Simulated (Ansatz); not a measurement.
# F2H4OSiSn: how energies converge with the basis set

Aim: see how fast density functionals converge with the basis set for F2H4OSiSn.

Method: one geometry, several basis sets; program: Ansatz 0.2.0, Gaussian basis.

Levels to be run: PBE0-D4/def2-SVP; ωB97M-V/def2-SVP; PBE0-D4/def2-QZVPP; ωB97M-V/def2-QZVPP; the functionals' def2-TZVPP values are taken from earlier runs.

### 1 The relaxed structure

An earlier PBE0-D4 in a triple-zeta def2 set relaxation fixed the geometry. Sn takes the def2 core potential; no spin-orbit term is included.

SMILES `[F][SnH]([F])[O][SiH3]`, 9 atoms, charge 0, spin multiplicity 1.

Atoms are counted from 1 here; the program's logs count them from 0.

Bond lengths: F1–Sn2 1.900 Å, Sn2–F3 1.900 Å, Sn2–O4 1.916 Å, Sn2–H6 1.682 Å, O4–Si5 1.647 Å, Si5–H7 1.486 Å, Si5–H8 1.485 Å, Si5–H9 1.485 Å. Angles: F1–Sn2–F3 103.9°, F1–Sn2–O4 106.5°, F1–Sn2–H6 112.4°, F3–Sn2–O4 106.4°, F3–Sn2–H6 112.5°, O4–Sn2–H6 114.4°, Sn2–O4–Si5 137.4°, O4–Si5–H7 110.8°, O4–Si5–H8 108.8°, O4–Si5–H9 108.9°, H7–Si5–H8 109.5°, H7–Si5–H9 109.4°, H8–Si5–H9 109.4°.

Geometry (Å):

```xyz
9
charge 0, multiplicity 1
F     1.7932   -1.7874   -0.6012
Sn    1.4576   -0.4459    0.7014
F     2.3317    1.0914    0.0069
O    -0.4217   -0.0789    0.6315
Si   -1.5208    0.4041   -0.4962
H     2.0258   -0.8760    2.2247
H    -0.8791    0.5495   -1.8291
H    -2.6012   -0.6109   -0.5750
H    -2.0968    1.7077   -0.0803
```

### 2 PBE0-D4 in def2-SVP

Input file in.yaml:

```yaml
crystal:
  periodic: [false, false, false]
  atoms:
    - {symbol: F, position_ang: [1.793219, -1.787359, -0.601178]}
    - {symbol: Sn, position_ang: [1.457630, -0.445918, 0.701390]}
    - {symbol: F, position_ang: [2.331708, 1.091420, 0.006917]}
    - {symbol: O, position_ang: [-0.421740, -0.078894, 0.631523]}
    - {symbol: Si, position_ang: [-1.520784, 0.404062, -0.496155]}
    - {symbol: H, position_ang: [2.025810, -0.876030, 2.224670]}
    - {symbol: H, position_ang: [-0.879149, 0.549527, -1.829102]}
    - {symbol: H, position_ang: [-2.601223, -0.610950, -0.574977]}
    - {symbol: H, position_ang: [-2.096773, 1.707741, -0.080287]}
basis:
  gaussian: {orbitals: def2-SVP}
hamiltonian: {xc: pbe0, dispersion: d4}
output: {orbitals: {seedname: orbitals}}
```

Further steps of the session: ωB97M-V in def2-SVP; PBE0-D4 in def2-QZVPP; ωB97M-V in def2-QZVPP.

**Question.** What will the summary of the whole plan be? Wanted: PBE0-D4: double and triple zeta above quadruple; ωB97M-V: double and triple zeta above quadruple.

**Answer**, as computed:

```
                                       quantity           value
PBE0-D4: double and triple zeta above quadruple  13.84, 0.82 eV
ωB97M-V: double and triple zeta above quadruple  14.02, 0.77 eV
```

**Reading.** PBE0-D4 gains 13.02 eV from double to triple zeta, then 0.82 eV more. These are total energies; as a rule much of such shifts cancels in differences, which this series doesn't test.
